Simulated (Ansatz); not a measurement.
# Zirconium, simple cubic: r²SCAN0 at the r²SCAN geometry

Aim: see what exact exchange does to the levels, and what it costs. Spin polarisation is left out. The cell comes from an earlier r²SCAN relaxation. Exact exchange is dear, so the k-mesh is coarse, and r²SCAN is run on the same mesh for comparison.

Computed with Ansatz 0.2.0 (DFT, plane waves (500 eV) with PBE-made PAW files, scalar-relativistic; functionals as named at each step, unless a step says otherwise).

### 1 Starting point

Symmetry: Pm-3m, No. 221, cubic system. The conventional cell has a = 2.905 Å, b = 2.905 Å, c = 2.905 Å, α = 90.00°, β = 90.00°, γ = 90.00°. Around Zr (site symmetry m-3m) lie 6 Zr at 2.90 Å.

Structure file:

```cif
data_structure
_symmetry_space_group_name_H-M 'P 1'
_symmetry_Int_Tables_number 1
_cell_length_a 2.9049
_cell_length_b 2.9049
_cell_length_c 2.9049
_cell_angle_alpha 90.000
_cell_angle_beta 90.000
_cell_angle_gamma 90.000
_cell_volume 24.51
loop_
_atom_site_label
_atom_site_type_symbol
_atom_site_fract_x
_atom_site_fract_y
_atom_site_fract_z
_atom_site_occupancy
Zr1 Zr 0.00000 0.00000 0.00000 1
```

### 2 r²SCAN on the coarse mesh

The run with r²SCAN.

Input file input.yaml:

```yaml
crystal:
  lattice:
    - [2.9048939203, 0.0, 0.0]
    - [0.0, 2.9048939203, 0.0]
    - [0.0, 0.0, 2.9048939203]
  atoms:
    - { symbol: Zr, position: [0.0, 0.0, 0.0] }
hamiltonian:
  xc: r2scan
  pseudopotentials:
    kind: paw
    azcp:
      Zr: "pseudopotentials/Zr.paw.azcp"
basis:
  ecutwfc: 500
  fft_grid_basis: typed
kpoints:
  mp_grid: { grid: [6, 6, 6], shift: [0, 0, 0] }
magnetization:
  spin_polarized: false
scf:
  occupations: { method: fermi_dirac, width: 0.1 }
```

Run with:

```bash
ansatz run input.yaml --threads 4 --pin off --max-ram 8192MiB --backend cpu --events-out ev --progress --plain --runs-dir out
```

### 3 r²SCAN0, coarse mesh

The run with r²SCAN0.

input.yaml, as its differences from that of step 2:

```diff
@@ -8,3 +8,3 @@
 hamiltonian:
-  xc: r2scan
+  xc: r2scan0
   pseudopotentials:
```

(Steps that only read results are left out.)

What does the calculation give? Wanted: r²SCAN: gap; r²SCAN0: gap; r²SCAN0: relative to hcp.

The runs gave:

| quantity | value |
| --- | --- |
| r²SCAN: gap | none (levels filled in part) |
| r²SCAN0: gap | none (levels filled in part) |
| r²SCAN0: SCF cycles, exchange loops | 27, 3 |
| r²SCAN0: CPU time over that of r²SCAN | 17 |
| r²SCAN0: relative to hcp | +1237 meV/atom |

In words: Both r²SCAN and r²SCAN0 leave levels filled in part. r²SCAN0 cost 17 times the CPU time of r²SCAN. The exchange operator of r²SCAN0 was renewed in 3 outer loops. The dense-mesh value adds -32.8 meV/atom, the change that r²SCAN shows between the coarse mesh and its own dense run (not shown). Under r²SCAN0 it lies 1237 meV/atom above hcp (computed apart in the same way); on such meshes a few tens of meV are uncertain for metals. The total energies in the logs cannot be compared from one functional to another.
